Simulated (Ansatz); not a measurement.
**CH2BClOS: basis-set convergence**

One table from this session's results is given with a row withheld; the runs are named, their logs left out.

Program: Ansatz 0.2.0, Gaussian basis. Level of theory: one geometry, several basis sets. These are calculated values, not measurements.

The runs, in order: PBE0-D4/def2-SVP; ωB97M-V/def2-SVP; PBE0-D4/def2-QZVPP; ωB97M-V/def2-QZVPP; the functionals' def2-TZVPP values are taken from earlier runs.

### The relaxed structure

The geometry comes from an earlier relaxation with PBE0-D4 in a triple-zeta def2 set; it is a stationary point, not always the lowest conformer.

7 atoms, charge 0, spin multiplicity 1.

Atoms are counted from 1 here; the program's logs count them from 0.

Bond lengths: O1–C2 1.203 Å, C2–B3 1.604 Å, C2–H6 1.118 Å, B3–S4 1.776 Å, B3–Cl5 1.734 Å, S4–H7 1.347 Å. Angles: O1–C2–B3 123.4°, O1–C2–H6 119.4°, B3–C2–H6 117.2°, C2–B3–S4 120.0°, C2–B3–Cl5 119.8°, S4–B3–Cl5 120.3°, B3–S4–H7 95.6°.

Set-up of the first run:

in.yaml

```yaml
crystal:
  periodic: [false, false, false]
  atoms:
    - {symbol: O, position_ang: [-1.321683, 1.400106, 0.828533]}
    - {symbol: C, position_ang: [-0.507218, 0.524668, 0.700497]}
    - {symbol: B, position_ang: [0.017922, 0.007270, -0.724467]}
    - {symbol: S, position_ang: [1.220812, -1.297123, -0.806603]}
    - {symbol: Cl, position_ang: [-0.593266, 0.725444, -2.180144]}
    - {symbol: H, position_ang: [-0.082107, 0.032936, 1.610474]}
    - {symbol: H, position_ang: [1.326740, -1.461403, 0.526009]}
basis:
  gaussian: {orbitals: def2-SVP}
hamiltonian: {xc: pbe0, dispersion: d4}
output: {orbitals: {seedname: orbitals}}
```

Launch:

```
$ ansatz run in.yaml --threads 2 --pin off --events-out ev --progress --plain --max-ram 4352MiB
```

Steps of the session up to this table: PBE0-D4 in def2-SVP; ωB97M-V in def2-SVP; PBE0-D4 in def2-QZVPP; ωB97M-V in def2-QZVPP.

One of the session's tables, all rows but one given; the rest of the session is left out.

It belongs to the step «Density functionals: the series». 

| functional | basis | HOMO (eV) | LUMO (eV) |
| --- | --- | --- | --- |
| PBE0-D4 | def2-SVP | -7.40 | -2.67 |
| PBE0-D4 | def2-TZVPP | -7.56 | -2.87 |
| PBE0-D4 | def2-QZVPP | ? | ? |
| ωB97M-V | def2-SVP | -9.73 | -0.42 |
| ωB97M-V | def2-TZVPP | -9.91 | -0.69 |
| ωB97M-V | def2-QZVPP | -9.95 | -0.76 |

**Question.** Estimate the row for PBE0-D4, def2-QZVPP.

As computed: HOMO (eV): -7.59; LUMO (eV): -2.92. In the column «HOMO (eV)» it lies between ωB97M-V, def2-SVP (-9.73) and PBE0-D4, def2-TZVPP (-7.56).
